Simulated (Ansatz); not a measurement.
GaGe under changes of volume

One of the cells (23.848 Å³/atom); the others are scaled copies at fixed shape and fractional positions:

```xyz
2
Lattice="0.0165 2.8078 2.9078 2.8709 -0.0104 2.9347 2.8848 2.8486 -0.0244" Properties=species:S:1:pos:R:3 pbc="T T T"
Ge    0.0000    0.0000    0.0000
Ga    1.4430    1.4115    1.4545
```

The cell comes from a database or a generator and needn't be the stable form of this composition.

| Property | Result |
| --- | --- |
| Program | Ansatz 0.2.0 |
| Functional | PBEsol |
| Potentials or basis | all-electron LAPW, relativistic spinors |
| Cutoff | 313 eV (chosen from the basis error) |
| Basis error allowed | 0.001 eV/atom |
| k mesh | 6 × 6 × 6 |
| Occupations | gaussian, width 0.05 eV |
| Spin | spin-orbit coupling, no magnetisation |

```csv
volume (Å³/atom),energy over the lowest point (meV/atom),pressure (GPa),largest force (eV/Å)
22.875,?,?,?
23.361,0.00,-0.5,0.220
23.848,3.23,-1.6,0.206
24.335,9.57,-2.6,0.192
24.821,18.66,-3.4,0.180
```

Q: What does the run at 22.875 Å³/atom give?

A: Energy over the lowest point 0.27 meV/atom; pressure 0.7 GPa; largest force 0.235 eV/Å.

Worked out: A Birch-Murnaghan fit of order 2 (a polynomial in V^(-2/3)) to the other rows has its minimum at 23.14 Å³/atom, just outside them, with B0 = V·E''(V) = 56 GPa at fixed shape and positions, which overstates the stiffness. It gives 0.19 meV/atom at 22.875 Å³/atom, against the run's 0.27, and -dE/dV = 0.7 GPa, against 0.7.

Energies are extrapolated to zero smearing.

Caveats: the k mesh is thin for a metal, which can move the energy by tens of meV per atom.
